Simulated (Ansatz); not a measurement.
## CH3BrSi, SMILES C[Si]Br: an atomisation energy, step by step

With the Ansatz DFT code, driven from Python.

Interactive session:
```pycon
>>> from collections import Counter
>>> from dataclasses import dataclass
>>> import ansatz as az
>>> @dataclass
... class Settings:
...     basis: str = '6-31G*'
...     method: str = 'ccsd_t'
...
>>> settings = Settings()
>>> def single_point(molecule, charge=0, unpaired=0):
...     calc = molecule.calculation().basis(gaussian=settings.basis).correlation(settings.method)
...     if charge:
...         calc = calc.charge(charge)
...     if unpaired:
...         calc = calc.spin('collinear', total=unpaired)
...     return calc.run(threads=1, pin='off').report['free_energy_ev']
...
>>> geometry_ang = [
...     ('C', (-0.4106, 0.3475, -0.2052)),
...     ('Si', (0.0845, -0.7501, 1.1241)),
...     ('Br', (2.0296, -1.5965, 0.5728)),
...     ('H', (0.3238, 1.2254, -0.3606)),
...     ('H', (-1.4317, 0.8259, -0.0029)),
...     ('H', (-0.5535, -0.1162, -1.1744)),
... ]
>>> mol = az.Crystal.molecule()
>>> for symbol, xyz in geometry_ang:
...     mol = mol.atom(symbol, xyz)
...
>>> # Hund ground states
>>> unpaired = {'C': 2, 'Si': 2, 'Br': 1, 'H': 1}
>>> counts = Counter(site.symbol for site in mol.cartesian_sites)
>>> atom_energy = {s: single_point(az.Crystal.molecule().atom(s, (0, 0, 0)), 0, unpaired[s]) for s in counts}
>>> whole = single_point(mol, 0, 0)
>>> for s, e in atom_energy.items():
...     print(f'{s:2s} x{counts[s]}  {e:14.5f} eV')
...
C  x1     -1027.30433 eV
Si x1     -7861.07413 eV
Br x1    -69996.71443 eV
H  x3       -13.55761 eV
>>> print(f'CH3BrSi: {whole:.5f} eV')
CH3BrSi: -78943.92307 eV
>>> split = sum(counts[s] * e for s, e in atom_energy.items()) - whole
>>> print(f'atomisation energy (no zero-point term): {23.060548 * split:.1f} kcal/mol, {split / sum(counts.values()):.3f} eV an atom')
atomisation energy (no zero-point term): 418.7 kcal/mol, 3.026 eV an atom
```

418.7 kcal/mol from the electronic energies, without the zero-point term.

Total energies depend on the basis set; only differences at equal settings carry meaning. The geometry is a force-field or estimated start, not a minimum of this method, and the basis set is short of its limit. All parts are taken at fixed geometry, without zero-point energy. In double-zeta sets correlated atomisation energies come out some 10 to 15 % low. The spin-orbit lowering of heavy atoms is left out. Wall time of the script: 5.4 s on 1 thread of Arm Neoverse V1, on a shared host, peak memory 0.25 GiB.
